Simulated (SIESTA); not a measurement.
Crystal: NiMoIrPdW.

```xyz
5
Lattice="2.7608 0.0000 0.0000 -1.3804 2.3909 0.0000 0.0000 0.0000 11.3405" Properties=species:S:1:pos:R:3 pbc="T T T"
Ni    0.0000    0.0000    8.0423
Mo    1.3804    0.7970    3.3369
Pd    1.3804    0.7970   10.1952
Ir    0.0000    0.0000    1.2025
W     1.3804    0.7970    6.0015
```

The cell was built by a generator and needn't be a form met in nature.

Base run:

```yaml
Program: SIESTA 5.4.2
Functional: PBE
Potentials_or_basis: PseudoDojo 0.4 standard (PBE files)
Basis: DZP (energy shift 0.003 Ry; two zetas on semicore shells)
Grid_cutoff: 800 Ry
Energy_shift: 0.003 Ry
k_mesh: 11 × 11 × 3
Occupations: fermi-dirac, width 0.05 eV
Spin: collinear spin, ferromagnetic start
Starting_moments: "[1.0, 1.0, 0.0, 0.6, 0.0] μB"
```

Its results: band gap on the k mesh none (metal or under the smearing width); pressure 2.2 GPa; net moment 0.00 μB per cell; largest force 0.642 eV/Å.

Problem. After a change of settings the same cell gave: band gap on the k mesh none (metal or under the smearing width); pressure -12.1 GPa; net moment 0.00 μB per cell; largest force 0.440 eV/Å. Which change was it?
A. functional from PBE to BLYP
B. functional from PBE to LDA; potentials or basis from PseudoDojo 0.4 standard (PBE files) to PseudoDojo 0.4 standard (LDA files)
C. hubbard terms from none to Ir d U = 2 eV, Mo d U = 2 eV, Ni d U = 2 eV, Pd d U = 2 eV, W d U = 2 eV

Solution. B.

Caveats: short orbitals over semicore shells can move pressures by several GPa; the valence orbitals were made in a potential fitted to the semicore shell under them, which widens gaps by tenths of an eV or more; the basis of atomic orbitals isn't converged, which shifts pressures, moduli and gaps.

Not every run made on this cell is shown here.
